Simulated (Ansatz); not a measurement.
**C3H7Al: one species, many methods**

One table from this session's results is given with a row withheld; the runs are named, their logs left out.

The runs use Ansatz 0.2.0, Gaussian basis; functionals in def2-TZVPP, the program's frozen cores in correlated methods.

The runs, in order: LDA (SPW92), PBE-D4, revPBE-D4, BLYP-D4, r2SCAN-D4, B97M-V, PBE0-D4, B3LYP-D4, r2SCANh-D4, r2SCAN0-D4, HSE06-D4, BHLYP-D4, CAM-B3LYP-D4, LC-ωPBE, ωB97X-V, ωB97M-V, B2PLYP, PBE-QIDH; CCSD(T)/def2-SVP; CCSD(T)/def2-TZVPP; MP2/def2-QZVPP; extrapolation to the limit; RPA on PBE.

### The relaxed structure

The geometry comes from an earlier relaxation with PBE0-D4 in a triple-zeta def2 set; it is a stationary point, not always the lowest conformer.

SMILES `C=[CH][AlH][CH3]`, 11 atoms, charge 0, spin multiplicity 1.

Atoms are counted from 1 here; the program's logs count them from 0.

Bond lengths: C1–C2 1.336 Å, C1–H5 1.089 Å, C1–H6 1.089 Å, C2–Al3 1.945 Å, C2–H7 1.091 Å, Al3–C4 1.954 Å, Al3–H8 1.592 Å, C4–H9 1.095 Å, C4–H10 1.092 Å, C4–H11 1.095 Å. Angles: C2–C1–H5 121.8°, C2–C1–H6 123.1°, H5–C1–H6 115.1°, C1–C2–Al3 120.8°, C1–C2–H7 116.4°, Al3–C2–H7 122.8°, C2–Al3–C4 118.6°, C2–Al3–H8 119.8°, C4–Al3–H8 121.6°, Al3–C4–H9 111.3°, Al3–C4–H10 112.4°, Al3–C4–H11 111.2°, H9–C4–H10 107.7°, H9–C4–H11 106.4°, H10–C4–H11 107.6°.

The first run:

The input, in.yaml:

```yaml
crystal:
  periodic: [false, false, false]
  atoms:
    - {symbol: C, position_ang: [-0.766686, 1.712755, 0.405886]}
    - {symbol: C, position_ang: [0.021153, 0.968091, 1.187073]}
    - {symbol: Al, position_ang: [0.696040, -0.749676, 0.572676]}
    - {symbol: C, position_ang: [0.194559, -1.366081, -1.212219]}
    - {symbol: H, position_ang: [-1.056610, 1.389006, -0.592163]}
    - {symbol: H, position_ang: [-1.165150, 2.678956, 0.712104]}
    - {symbol: H, position_ang: [0.255518, 1.378459, 2.170078]}
    - {symbol: H, position_ang: [1.634231, -1.616715, 1.522400]}
    - {symbol: H, position_ang: [0.505774, -0.651397, -1.981538]}
    - {symbol: H, position_ang: [0.638730, -2.333132, -1.459281]}
    - {symbol: H, position_ang: [-0.892160, -1.467265, -1.304618]}
basis:
  gaussian: {orbitals: def2-TZVPP}
hamiltonian: {xc: lda}
output: {orbitals: {seedname: orbitals}}
```

Steps of the session up to this table: LDA; PBE-D4 (GGA); revPBE-D4 (GGA); BLYP-D4 (GGA); r2SCAN-D4 (meta-GGA); B97M-V (meta-GGA); PBE0-D4 (hybrid); B3LYP-D4 (hybrid); r2SCANh-D4 (hybrid); r2SCAN0-D4 (hybrid); HSE06-D4 (hybrid); BHLYP-D4 (hybrid); CAM-B3LYP-D4 (range-separated); LC-ωPBE-D4 (range-separated; the results give it without D4); ωB97X-V (range-separated); ωB97M-V (range-separated); B2PLYP (double hybrid); PBE-QIDH (double hybrid).

One of the session's tables, all rows but one given; the rest of the session is left out.

It belongs to the step «Orbital energies across the functionals». 

| functional | HOMO (eV) | LUMO (eV) | gap (eV) |
| --- | --- | --- | --- |
| LDA (SPW92) | -6.61 | -2.45 | 4.15 |
| PBE-D4 | -6.52 | -2.21 | 4.31 |
| revPBE-D4 | -6.48 | -2.11 | 4.37 |
| BLYP-D4 | -6.42 | -2.09 | 4.33 |
| r2SCAN-D4 | -6.79 | -1.97 | 4.82 |
| B97M-V | -6.89 | -2.06 | 4.84 |
| PBE0-D4 | -7.82 | -1.37 | 6.44 |
| B3LYP-D4 | -7.61 | -1.59 | 6.03 |
| r2SCANh-D4 | -7.27 | -1.67 | 5.60 |
| r2SCAN0-D4 | -7.99 | -1.23 | 6.76 |
| HSE06-D4 | -7.42 | -1.74 | 5.67 |
| BHLYP-D4 | ? | ? | ? |
| CAM-B3LYP-D4 | -9.21 | -0.40 | 8.81 |
| LC-ωPBE | -10.56 | 0.71 | 11.27 |
| ωB97X-V | -10.21 | 0.59 | 10.80 |
| ωB97M-V | -10.05 | 0.36 | 10.41 |

**Question.** Estimate the row for BHLYP-D4.

Worked estimate for «HOMO (eV)». Against the share of exact exchange, BLYP-D4 (0, -6.42), B3LYP-D4 (0.2, -7.61) give a slope of -5.95 per unit share; at 0.5 the line stands at -9.39.

The run gave: HOMO (eV): -8.87; LUMO (eV): -0.52; gap (eV): 8.35. In «HOMO (eV)» the line misses by -0.52.
